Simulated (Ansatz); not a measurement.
# Ti (Ti (0001), 5 layers): how the settings move a single-point run

How sensitive is a single-point run of Ti (Ti (0001), 5 layers) to its settings? A reference run comes first, then one run with altered input.

Method: reference: DFT, PBEsol, all-electron LAPW, scalar-relativistic, in Ansatz 0.2.0.

## Step 1: Starting point

The structure is hexagonal, space group P-6m2 (No. 187). Conventional cell: a = 2.902 Å, b = 2.902 Å, c = 25.182 Å, α = 90.00°, β = 90.00°, γ = 120.00°. Ti (site symmetry 3m) has 9 Ti at 2.72 to 2.90 Å as nearest neighbours. Around Ti (site symmetry 3m) lie 12 Ti at 2.72 to 2.90 Å. Ti (site symmetry -6m2) is surrounded by 12 Ti at 2.88 to 2.90 Å.

Coordinates:

```xyz
5
Lattice="2.9016 0.0000 0.0000 -1.4508 2.5129 0.0000 0.0000 0.0000 25.1816" Properties=species:S:1:pos:R:3 pbc="T T T"
Ti    0.0000    0.0000    8.1109
Ti    0.0000    1.6752   10.2494
Ti    0.0000    0.0000   12.5908
Ti    0.0000    1.6752   14.9322
Ti    0.0000    0.0000   17.0707
```

## Step 2: The reference run

File input.yaml:

```yaml
crystal:
  lattice:
    - [2.9016173135, 0.0, 0.0]
    - [-1.4508086568, 2.5128743056, 0.0]
    - [0.0, 0.0, 25.1816]
  atoms:
    - { symbol: Ti, position: [0.0, 0.0, 0.3220957446] }
    - { symbol: Ti, position: [0.3333333333, 0.6666666667, 0.407018469] }
    - { symbol: Ti, position: [0.0, 0.0, 0.5000000363] }
    - { symbol: Ti, position: [0.3333333333, 0.6666666667, 0.5929814985] }
    - { symbol: Ti, position: [0.0, 0.0, 0.6779042514] }
  periodic: [true, true, false]
kpoints:
  mp_grid: { grid: [13, 13, 1] }
scf:
  occupations: { method: fermi_dirac, width: 0.08 }
hamiltonian:
  xc: pbesol
  pseudopotentials: { kind: all_electron, lapw: { basis_error: 0.001 } }
output:
  forces: true
  stress: true
  eigenvalues: true
```

Command:

```
$ ansatz run input.yaml --threads 2 --pin off --max-ram 4096MiB --backend cpu --events-out ev --progress --plain --runs-dir out
```

## Step 3: Variant: preconditioner ldos

input.yaml, as its differences from that of step 2:

```diff
@@ -16,2 +16,3 @@
   occupations: { method: fermi_dirac, width: 0.08 }
+  mixing: { preconditioner: ldos }
 hamiltonian:
```

What does the calculation give? Wanted: for each run, ending; energy change; gap; force.

**Answer**, as computed:

```
                   run     ending  energy change  gap (eV)  force (eV/Å)  cycles  time
             reference  converged              0      0.00          0.01      12  92 s
1: preconditioner ldos  converged   0.0 meV/atom      0.00          0.01      12  93 s
```

Residual by cycle in the longest SCF loop of each run; runs are numbered as in the table. The quantity is the density residual dr2, in eV.

```
cycle  reference   run 1
    1       87.9    87.9
    2        144     144
    3       4.04    4.04
    4     0.0592  0.0592
    5     0.0224  0.0224
    6     8.1e-4  8.1e-4
    7     4.4e-4  4.4e-4
    8     8.2e-5  8.2e-5
    9     7.1e-6  7.1e-6
   10     1.0e-6  1.0e-6
   11     1.2e-7  1.2e-7
   12     9.0e-8  9.0e-8
```

What this shows: Energy and cycle count are those of the reference, so the change (mixing) left the result and the number of cycles as they were.
